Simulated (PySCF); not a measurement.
# B2H7PSi: the cost of one run

Computed with PySCF 2.14.0, with density-fitted response routines of our own, on a single molecule in the gas phase. Atoms count from 0, in the outputs and in this text.

## Step 1: The starting structure

11 atoms, charge 0, multiplicity 1; geometry from: GFN2-xTB. The atoms were then displaced at random by about 0.01 Å, so the start is not that level's minimum.

Bonds of the start (Å): B0–P1 1.78, P1–B2 1.79, P1–Si3 2.19, B0–H4 1.20, B0–H5 1.17, B2–H6 1.19, B2–H7 1.17, Si3–H8 1.48, Si3–H9 1.49, Si3–H10 1.45.

## Step 2: Optimising the geometry at PBE0-D3(BJ)/def2-SVP

What the job is given:

```
{"job": {"xc": "PBE0", "basis": "def2-SVP", "d3": "d3bj", "grid": 1, "shake": 0.01, "kind": "geom"}, "charge": 0, "multiplicity": 1}
B     -0.105580     1.970740     0.093750
P      0.253290     0.230100    -0.053300
B      1.950680    -0.350320    -0.031200
Si    -1.361700    -1.244310    -0.064590
H     -1.245270     2.337670     0.108790
H      0.746090     2.774160     0.137870
H      2.849250     0.431290     0.025460
H      2.206760    -1.490790    -0.066060
H     -2.565690    -0.611910    -0.657670
H     -1.715900    -1.660150     1.321540
H     -0.973830    -2.412310    -0.830260
```

Run with:

```console
$ OMP_NUM_THREADS=1 python probes_run.py task.json out
```

One launch serves the whole session: the jobs run in the order shown.

**Question.** How long does this first job take on 1 thread of Arm Neoverse V2, shared host, and how much memory does it need?

About 11 s, with a peak of 0.41 GiB.
